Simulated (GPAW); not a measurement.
Crystal: AlN.

```
CELL_PARAMETERS angstrom
3.11300 0.00000 0.00000
-1.55650 2.69594 0.00000
0.00000 0.00000 4.98100
ATOMIC_POSITIONS crystal
Al 0.33333 0.66667 0.99902
Al 0.66667 0.33333 0.49902
N 0.33333 0.66667 0.38098
N 0.66667 0.33333 0.88098
```

Base run:

| Property | Result |
| --- | --- |
| Program | GPAW 26.7.0 |
| Functional | GLLB-SC |
| Potentials or basis | the program's PAW data sets (release 1.2.1) made for this functional |
| Cutoff | 800 eV |
| Basis | pw |
| k mesh | 7 × 7 × 4 |
| Occupations | fermi-dirac, width 0.05 eV |
| Spin | no spin polarisation |

Its results: band gap on the k mesh, kohn-sham part alone 4.64 eV, direct.

Problem. The run is repeated on the same cell with these changes: functional from GLLB-SC to TB-mBJ; potentials or basis from the program's PAW data sets (release 1.2.1) made for this functional to GPAW PAW data sets for LDA (gpaw-data 1.2.1). What comes out?

Solution. Band gap on the k mesh 5.73 eV, direct.

Caveats: a model potential gives levels but no total energy; an odd mesh through Γ misses points on the zone boundary, where band edges often lie.

Not every run made on this cell is shown here.
